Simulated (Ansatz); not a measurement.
Working through a comparison of magnetic orders of GdIn₃, space group Pm-3m

Computed with Ansatz 0.2.0 through its Python package.

Notebook, run cell by cell (the value of a cell's last expression is shown):

In [1]:
```python
import warnings

import ansatz as az
import numpy as np
import pandas as pd
```

In [2]:
```python
def count_gap(report):
    # lowest empty less highest filled band, counting bands; zero where they overlap
    return max(report.get("gap_by_band_count_ev") or 0.0, 0.0)
```

In [3]:
```python
CELL = [
    (4.63934, 0.0, 0.0),
    (0.0, 9.278681, 0.0),
    (0.0, 0.0, 4.63934),
]
ATOMS = [
    ("Gd", (0.0, 0.0, 0.0)),
    ("In", (0.5, 0.0, 0.5)),
    ("In", (0.0, 0.25, 0.5)),
    ("In", (0.5, 0.25, 0.0)),
    ("Gd", (0.0, 0.5, 0.0)),
    ("In", (0.5, 0.5, 0.5)),
    ("In", (0.0, 0.75, 0.5)),
    ("In", (0.5, 0.75, 0.0)),
]
```

In [4]:
```python
def ordered(moments):
    crystal = az.Crystal(lattice=az.Lattice.of(CELL))
    for (symbol, position), moment in zip(ATOMS, moments):
        crystal = crystal.atom(symbol, position, moment=moment or None)
    return crystal

warnings.simplefilter("ignore", az.DeckWarning)

# starting moments in muB, one an atom
orders = {
    "FM": [5.6, 0, 0, 0, 5.6, 0, 0, 0],
    "AFM": [5.6, 0, 0, 0, -5.6, 0, 0, 0],
}
```

In [5]:
```python
rows = []
for label, moments in orders.items():
    setup = ordered(moments).calculation()
    setup = setup.functional("pbesol").basis(260, density_ratio=8)
    setup = setup.kpoints(6, 3, 6, center="monkhorst-pack").occupations("cold", width=0.2)
    setup = setup.eigensolver("auto", full_accuracy=True).scf(tolerance=1e-06)
    setup = setup.spin("collinear")
    setup = setup.band_table()
    summary = setup.run(threads=1).report
    rows.append((label, summary["free_energy_ev"], summary["magnetization_mub"], summary["absolute_magnetization_mub"], max(abs(m) for m in summary["site_moments_mub"]), count_gap(summary)))
    print(label, "site moments:", [round(m, 2) for m in summary["site_moments_mub"]])
```
```text
FM site moments: [6.84, -0.02, -0.02, -0.02, 6.84, -0.02, -0.02, -0.02]
AFM site moments: [6.87, -0.01, 0.0, -0.0, -6.87, 0.01, -0.0, 0.0]
```

In [6]:
```python
lowest = min(row[1] for row in rows)
rows = [(row[0], 1000 * (row[1] - lowest) / 2, *row[2:]) for row in sorted(rows, key=lambda row: row[1])]
print(pd.DataFrame(rows, columns=["order", "meV/magnetic atom", "net muB", "absolute muB", "largest site muB", "gap by band count eV"]).round(4).to_string(index=False))
print("lowest of these starts:", rows[0][0])
```
```text
order  meV/magnetic atom  net muB  absolute muB  largest site muB  gap by band count eV
  AFM             0.0000   0.0000       14.1137            6.8655                   0.0
   FM            12.7738  13.6433       13.9925            6.8366                   0.0
lowest of these starts: AFM
```

In order of energy: antiferro- or ferrimagnetic (+0.0 meV an atom, largest site moment 6.87 μB) and ferromagnetic (+3.2 meV an atom, largest site moment 6.84 μB). These are the states reached from the starts typed.

Reading the output:
- The settings weren't tested for convergence.
- The cutoff lies under the one recommended for these potentials.
- Open f shells: without a Hubbard U, without spin-orbit coupling; the state reached hangs on the start and needn't be the lowest.
- For a metal this k-point mesh is coarse: on a finer one energies can move by several to tens of meV an atom and pressures by half a GPa or more, differences at one mesh by less.
- A gap by band count of zero or less means overlapping bands, a metal.
- This cell is a computed structure, which may not be the phase found in nature.
- Levels are Kohn-Sham eigenvalues on this mesh, without spin-orbit coupling.
- Each row is the state reached from that start at the given structure, not necessarily the lowest of its order; other orders weren't tried.
- The script silences the warnings on its input, which a real study should read.
- Wall time of the script: 99 s on 1 thread of Arm Neoverse V1 (shared host), peak memory 0.68 GiB.
